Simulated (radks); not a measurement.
**Ionising ytterbium step by step, Yb²⁴⁺ to Yb⁴⁷⁺**

How much does each further electron of ytterbium cost? Each ion is computed in its NIST ground configuration. Each value is a difference of total energies (Δ-SCF).

The numbers are computed with radks (a radial shooting solver on a logarithmic mesh, Libxc functionals) version 1 (scalar-relativistic Kohn-Sham, r2SCAN, spin-polarised, spherical densities, finite nucleus; open shells are filled with parallel spins first), except any that are marked as measured or tabulated.

### Step 1. The system

* element: ytterbium (Z = 70)
* charges: 24 to 47
* first configuration: [Kr] 4d10
* last configuration: [Ar] 3d5

Outer shells as boxes (Hund's rule):

Yb²⁴⁺
```
[Kr] core
4d [↑↓][↑↓][↑↓][↑↓][↑↓]
```

Yb⁴⁷⁺
```
[Ar] core
3d [↑ ][↑ ][↑ ][↑ ][↑ ]
```

### Step 2. Yb²⁴⁺, [Kr] 4d10

Settings of this run:

```text
Z 70
configuration [Kr] 4d10
relativity scalar-relativistic
functional r2scan,r2scan
spin polarised
nucleus finite rms 5.3108 fm
c 137.035999084
```

### Step 3. Yb²⁵⁺, [Kr] 4d9

Input: that of step 2 with these lines changed.

```diff
@@ -1,3 +1,3 @@
 Z 70
-configuration [Kr] 4d10
+configuration [Kr] 4d9 5s0 5p0
 relativity scalar-relativistic
```

### Step 4. Yb²⁶⁺, [Kr] 4d8

Input: that of step 3 with these lines changed.

```diff
@@ -1,3 +1,3 @@
 Z 70
-configuration [Kr] 4d9 5s0 5p0
+configuration [Kr] 4d8
 relativity scalar-relativistic
```

### Step 5. Yb²⁷⁺, [Kr] 4d7

Input: that of step 4 with these lines changed.

```diff
@@ -1,3 +1,3 @@
 Z 70
-configuration [Kr] 4d8
+configuration [Kr] 4d7 5s0 5p0
 relativity scalar-relativistic
```

### Step 6. Yb²⁸⁺, [Kr] 4d6

Input: that of step 5 with these lines changed.

```diff
@@ -1,3 +1,3 @@
 Z 70
-configuration [Kr] 4d7 5s0 5p0
+configuration [Kr] 4d6
 relativity scalar-relativistic
```

### Step 7. Yb²⁹⁺, [Kr] 4d5

Input: that of step 6 with these lines changed.

```diff
@@ -1,3 +1,3 @@
 Z 70
-configuration [Kr] 4d6
+configuration [Kr] 4d5
 relativity scalar-relativistic
```

### Step 8. Yb³⁰⁺, [Kr] 4d4

Input: that of step 7 with these lines changed.

```diff
@@ -1,3 +1,3 @@
 Z 70
-configuration [Kr] 4d5
+configuration [Kr] 4d4
 relativity scalar-relativistic
```

### Step 9. Yb³¹⁺, [Kr] 4d3

Input: that of step 8 with these lines changed.

```diff
@@ -1,3 +1,3 @@
 Z 70
-configuration [Kr] 4d4
+configuration [Kr] 4d3
 relativity scalar-relativistic
```

### Step 10. Yb³²⁺, [Kr] 4d2

Input: that of step 9 with these lines changed.

```diff
@@ -1,3 +1,3 @@
 Z 70
-configuration [Kr] 4d3
+configuration [Kr] 4d2
 relativity scalar-relativistic
```

### Step 11. Yb³³⁺, [Kr] 4d1

Input: that of step 10 with these lines changed.

```diff
@@ -1,3 +1,3 @@
 Z 70
-configuration [Kr] 4d2
+configuration [Kr] 4d1
 relativity scalar-relativistic
```

### Step 12. Yb³⁴⁺, [Kr]

Input: that of step 11 with these lines changed.

```diff
@@ -1,3 +1,3 @@
 Z 70
-configuration [Kr] 4d1
+configuration [Kr] 5s0 4d0
 relativity scalar-relativistic
```

### Step 13. Yb³⁵⁺, [Ar] 3d10 4s2 4p5

Input: that of step 12 with these lines changed.

```diff
@@ -1,3 +1,3 @@
 Z 70
-configuration [Kr] 5s0 4d0
+configuration [Ar] 3d10 4s2 4p5
 relativity scalar-relativistic
```

### Step 14. Yb³⁶⁺, [Ar] 3d10 4s2 4p4

Input: that of step 13 with these lines changed.

```diff
@@ -1,3 +1,3 @@
 Z 70
-configuration [Ar] 3d10 4s2 4p5
+configuration [Ar] 3d10 4s2 4p4 5s0 4d0
 relativity scalar-relativistic
```

### Step 15. Yb³⁷⁺, [Ar] 3d10 4s2 4p3

Settings of this run:

```text
Z 70
configuration [Ar] 3d10 4s2 4p3
relativity scalar-relativistic
functional r2scan,r2scan
spin polarised
nucleus finite rms 5.3108 fm
c 137.035999084
```

### Step 16. Yb³⁸⁺, [Ar] 3d10 4s2 4p2

Input: that of step 15 with these lines changed.

```diff
@@ -1,3 +1,3 @@
 Z 70
-configuration [Ar] 3d10 4s2 4p3
+configuration [Ar] 3d10 4s2 4p2
 relativity scalar-relativistic
```

### Step 17. Yb³⁹⁺, [Ar] 3d10 4s2 4p1

Input: that of step 16 with these lines changed.

```diff
@@ -1,3 +1,3 @@
 Z 70
-configuration [Ar] 3d10 4s2 4p2
+configuration [Ar] 3d10 4s2 4p1
 relativity scalar-relativistic
```

### Step 18. Yb⁴⁰⁺, [Ar] 3d10 4s2

Input: that of step 17 with these lines changed.

```diff
@@ -1,3 +1,3 @@
 Z 70
-configuration [Ar] 3d10 4s2 4p1
+configuration [Ar] 3d10 4s2
 relativity scalar-relativistic
```

### Step 19. Yb⁴¹⁺, [Ar] 3d10 4s1

Input: that of step 18 with these lines changed.

```diff
@@ -1,3 +1,3 @@
 Z 70
-configuration [Ar] 3d10 4s2
+configuration [Ar] 3d10 4s1
 relativity scalar-relativistic
```

### Step 20. Yb⁴²⁺, [Ar] 3d10

Input: that of step 19 with these lines changed.

```diff
@@ -1,3 +1,3 @@
 Z 70
-configuration [Ar] 3d10 4s1
+configuration [Ar] 3d10
 relativity scalar-relativistic
```

### Step 21. Yb⁴³⁺, [Ar] 3d9

Input: that of step 20 with these lines changed.

```diff
@@ -1,3 +1,3 @@
 Z 70
-configuration [Ar] 3d10
+configuration [Ar] 3d9
 relativity scalar-relativistic
```

### Step 22. Yb⁴⁴⁺, [Ar] 3d8

Input: that of step 21 with these lines changed.

```diff
@@ -1,3 +1,3 @@
 Z 70
-configuration [Ar] 3d9
+configuration [Ar] 3d8
 relativity scalar-relativistic
```

### Step 23. Yb⁴⁵⁺, [Ar] 3d7

Input: that of step 22 with these lines changed.

```diff
@@ -1,3 +1,3 @@
 Z 70
-configuration [Ar] 3d8
+configuration [Ar] 3d7 4s0 4p0
 relativity scalar-relativistic
```

### Step 24. Yb⁴⁶⁺, [Ar] 3d6

Input: that of step 23 with these lines changed.

```diff
@@ -1,3 +1,3 @@
 Z 70
-configuration [Ar] 3d7 4s0 4p0
+configuration [Ar] 3d6
 relativity scalar-relativistic
```

### Step 25. Yb⁴⁷⁺, [Ar] 3d5

Input: that of step 24 with these lines changed.

```diff
@@ -1,3 +1,3 @@
 Z 70
-configuration [Ar] 3d6
+configuration [Ar] 3d5 4s0 4p0
 relativity scalar-relativistic
```

What does the calculation give? Wanted: for each run, species; configuration; Δ-SCF; −ε(HOMO); NIST; error.

As calculated:

| species | configuration | Δ-SCF (eV) | −ε(HOMO) (eV) | NIST (eV) | error (%) |
| --- | --- | --- | --- | --- | --- |
| Yb²⁴⁺ | [Kr] 4d10 | 889.20 | 867.93 | 882 (theory) | +0.8 |
| Yb²⁵⁺ | [Kr] 4d9 | 932.89 | 911.44 | 924 (theory) | +1.0 |
| Yb²⁶⁺ | [Kr] 4d8 | 976.94 | 955.34 | 971 (theory) | +0.6 |
| Yb²⁷⁺ | [Kr] 4d7 | 1021.3 | 999.57 | 1019 (theory) | +0.2 |
| Yb²⁸⁺ | [Kr] 4d6 | 1065.9 | 1044.1 | 1065 (theory) | +0.1 |
| Yb²⁹⁺ | [Kr] 4d5 | 1127.8 | 1105.0 | 1114 (theory) | +1.2 |
| Yb³⁰⁺ | [Kr] 4d4 | 1174.8 | 1151.8 | 1175 (theory) | -0.0 |
| Yb³¹⁺ | [Kr] 4d3 | 1222.0 | 1198.9 | 1224 (theory) | -0.2 |
| Yb³²⁺ | [Kr] 4d2 | 1269.6 | 1246.3 | 1275 (theory) | -0.4 |
| Yb³³⁺ | [Kr] 4d1 | 1317.4 | 1294.0 | 1324 (theory) | -0.5 |
| Yb³⁴⁺ | [Kr] | 1540.2 | 1517.1 | 1516 (theory) | +1.6 |
| Yb³⁵⁺ | [Ar] 3d10 4s2 4p5 | 1587.7 | 1564.9 | 1564 (theory) | +1.5 |
| Yb³⁶⁺ | [Ar] 3d10 4s2 4p4 | 1633.9 | 1611.9 | 1618 (theory) | +1.0 |
| Yb³⁷⁺ | [Ar] 3d10 4s2 4p3 | 1699.9 | 1676.1 | 1668 (theory) | +1.9 |
| Yb³⁸⁺ | [Ar] 3d10 4s2 4p2 | 1748.8 | 1725.3 | 1789 (theory) | -2.2 |
| Yb³⁹⁺ | [Ar] 3d10 4s2 4p1 | 1796.3 | 1773.6 | 1845 (theory) | -2.6 |
| Yb⁴⁰⁺ | [Ar] 3d10 4s2 | 1983.2 | 1963.2 | 1978 (theory) | +0.3 |
| Yb⁴¹⁺ | [Ar] 3d10 4s1 | 2039.6 | 2019.5 | 2036 (semi-emp.) | +0.2 |
| Yb⁴²⁺ | [Ar] 3d10 | 3468.9 | 3413.3 | 3443 (theory) | +0.8 |
| Yb⁴³⁺ | [Ar] 3d9 | 3584.2 | 3528.1 | 3555 (theory) | +0.8 |
| Yb⁴⁴⁺ | [Ar] 3d8 | 3700.3 | 3643.9 | 3677 (theory) | +0.6 |
| Yb⁴⁵⁺ | [Ar] 3d7 | 3817.1 | 3760.4 | 3805 (theory) | +0.3 |
| Yb⁴⁶⁺ | [Ar] 3d6 | 3934.4 | 3877.5 | 3929 (theory) | +0.1 |

What this shows: Reference values: NIST Atomic Spectra Database (exp. measured, semi-emp. semi-empirical, theory a theoretical value adopted there). The steepest step, after dividing by the final charge, comes at Yb⁴²⁺ in [Ar] 3d10, where the value goes from 2039.6 to 3468.9 eV. There the highest level belongs to another shell. Minus the highest eigenvalue gives 98 to 99 % of the Δ-SCF value along the ladder. Open shells are spherical and high-spin; term and fine-structure splittings are not resolved. Spin-orbit splitting is averaged out at the scalar-relativistic level.
